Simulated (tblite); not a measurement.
# Ge18H30: the cost of one run

Computed with tblite 0.8.0 and PySCF 2.14.0 and routines of our own; the level stands in each step. Atoms count from 0.

## (1) The system as given

48 atoms, charge 0, multiplicity 1; geometry from: force field, distance geometry or constructed start.

## (2) Relaxing the molecule with GFN2-xTB

Job settings and geometry (Å):

```
{"job": {"kind": "relax", "xc": "GFN2-xTB", "basis": "xTB"}, "charge": 0, "multiplicity": 1}
Ge     3.013100     6.366400    -0.401600
Ge     0.999500     7.528600     0.393100
Ge    -0.997500     6.365900    -0.399000
Ge    -1.003400     4.056900     0.393800
Ge     1.001700     2.893400    -0.396600
Ge     3.004900     4.052000     0.397400
Ge     1.002800    -4.050800    -0.403300
Ge    -0.999300    -2.891900     0.401500
Ge    -3.005500    -4.054600    -0.400400
Ge    -3.011000    -6.369000     0.401600
Ge    -1.004800    -7.527200    -0.402100
Ge     1.000200    -6.370200     0.400000
Ge     3.004800    -0.578200    -0.395000
Ge     1.004900     0.578300     0.397300
Ge    -1.004900    -0.573800    -0.399800
Ge     3.006300    -2.894000     0.406300
Ge    -3.007800     2.896500    -0.399100
Ge    -3.009300     0.575500     0.399000
H      3.007600     6.370000    -1.927500
H      4.261200     7.090900     0.109500
H      1.000400     7.529800     1.931500
H      1.001800     8.971200    -0.107000
H     -0.999300     6.372800    -1.923400
H     -2.257100     7.085700     0.105300
H     -1.002200     4.055100     1.930900
H      0.996600     2.893700    -1.927500
H      3.008900     4.054800     1.929300
H      4.257800     3.331300    -0.105600
H      1.003300    -4.052100    -1.932000
H     -1.001600    -2.894200     1.933400
H     -3.004600    -4.051900    -1.931100
H     -4.260300    -3.329400     0.107000
H     -3.009200    -6.368100     1.928100
H     -4.256300    -7.091300    -0.103100
H     -1.001500    -7.524200    -1.933300
H     -1.002200    -8.967500     0.103900
H      1.001900    -6.368100     1.925900
H      2.253800    -7.087500    -0.109400
H      3.009300    -0.582800    -1.930100
H      4.253600     0.146300     0.108000
H      1.002600     0.576600     1.933800
H     -0.996800    -0.584500    -1.926300
H      3.013100    -2.893600     1.926400
H      4.261000    -3.616900    -0.108600
H     -3.011900     2.896300    -1.927600
H     -4.260300     3.618000     0.103400
H     -3.005800     0.579000     1.929400
H     -4.258700    -0.140300    -0.104500
```

On the command line:

```console
OMP_NUM_THREADS=2 python large_run.py task.json out
```

This one command runs all jobs of the session in turn.

Q: Estimate the wall time and peak memory of this first job on 2 threads of Arm Neoverse V1, shared host.

About 6.8 s, with a peak of 0.16 GiB.
